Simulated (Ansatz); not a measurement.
MnPt2 in Ansatz: the effect of starting spin order

MnPt2:

```
Pt Mn
1.0
     2.85840    0.00000    0.00000
    -1.42920    2.47545    0.00000
     0.00000    0.00000    6.53250
Pt Mn
2 1
Direct
  0.66667 0.33333 0.31621
  0.33333 0.66667 0.68379
  0.00000 0.00000 0.00000
```

The cell comes from a database or a generator and needn't be the stable form of this composition.

Alike in all runs:

* Program: Ansatz 0.2.0
* Task: single point
* Functional: PBEsol
* Potentials or basis: Ansatz PAW
* Cutoff: 420 eV (not typed: the program's choice for these potentials)
* k mesh: 11 × 11 × 4
* Occupations: fermi-dirac, width 0.05 eV

```csv
starting spin order,spin,starting moments,energy over the lowest run (meV/atom),final net moment (μB),final largest site moment (μB)
spin off,no spin polarisation,-,?,?,?
fm,"collinear spin, ferromagnetic start","[0.0, 0.0, 4.0] μB",0.0,4.51,3.71
random,"collinear spin, random start","[0.0, 0.0, 0.25] μB",0.0,4.51,3.71
"ferromagnetic start, larger moments","collinear spin, ferromagnetic start","[0.0, 0.0, 5.5] μB",0.0,4.51,3.71
```

Question: What does the run with starting spin order spin off give?

Answer: Energy over the lowest run 266.8 meV/atom; final net moment 0.00 μB; final largest site moment 0.00 μB.
